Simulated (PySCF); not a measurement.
**A diatomic session: InBr+**

Aim: find the lowest electronic state of InBr+, scan its bond at several levels of theory, and get bond length, wavenumber and dissociation energy from each curve.

Computed with PySCF 2.14.0. Level: In def2-TZVPPD with ECP28, Br def2-TZVPPD, scalar-relativistic core potentials.

## Step 1: Input

The job is set up so:

```
atoms                         : In, Br
charge                        : 1
basis                         : In def2-TZVPPD with ECP28, Br def2-TZVPPD
Hamiltonian                   : scalar-relativistic core potentials
basis functions               : 113
electrons treated             : 55
masses in u                   : 114.9039, 78.9183
levels                        : PBE0, PBE, r²SCAN, revPBE, B2PLYP, r²SCANh, BHandHLYP, BLYP, ωB97X-V, HF, MP2, SCS-MP2
grid                          : 80 radial by 434 angular points
occupations                   : held fixed by the projection of orbital angular momentum
dissociation limit            : In+ + Br, each in its ground configuration
starting distance in angstrom : 2.605
values of 2S to try           : 1, 3
```

The run is started by

```sh
$ OMP_NUM_THREADS=2 python dia.py task.json out
```

After this run come: PBE0 along the bond; Other states along the same grid; PBE (GGA); r²SCAN; revPBE (GGA); B2PLYP (double hybrid); r²SCANh; BHandHLYP (global hybrid GGA); BLYP (GGA); ωB97X-V (range-separated hybrid); UHF (mean field).

**Question.** What will these runs give? Wanted: for each run, Re; ωe; De; μ.

As calculated:

Lowest PBE0 solution found, without spin–orbit coupling: ²Σ⁺ (doublet), unpaired electrons σ ↑. State 2 has its PBE0 minimum 0.27 eV higher. State 3 has its PBE0 minimum 4.61 eV higher. The other levels ran on the lowest alone.

```tsv
level	Re (Å)	ωe (cm⁻¹)	De (eV)	μ (D)
UHF	2.449	217.0	0.056	-4.90
UHF-MP2	2.424	238.7	0.442	n/a
UHF-SCS-MP2	2.446	219.5	0.250	n/a
PBE	2.492	205.6	0.68	-3.80
revPBE	2.509	197.5	0.52	-3.92
BLYP	2.554	175.8	0.434	-3.81
r²SCAN	2.442	232.9	0.78	-3.95
r²SCANh	2.437	234.5	0.74	-4.03
PBE0	2.457	219.6	0.62	-4.08
BHandHLYP	2.480	198.1	0.350	-4.28
ωB97X-V	2.447	218.5	0.50	-4.26
B2PLYP	2.479	205.2	0.430	-4.31
```

De is counted to In+ + Br in their ground configurations. A positive dipole points from In to Br; in an ion it is taken about the centre of mass and does not tell which atom is negative.

**Reading.** Bond lengths run from 2.424 Å (UHF-MP2) to 2.554 Å (BLYP). Of the levels with a De here, UHF gives the least (0.056 eV) and r²SCAN the most (0.78 eV).

Correlated steps freeze 13 core orbitals. These are scalar-relativistic numbers at best; spin–orbit coupling would shift them, the dissociation energy most. B2PLYP dipoles, levels and charges come from its SCF part alone.
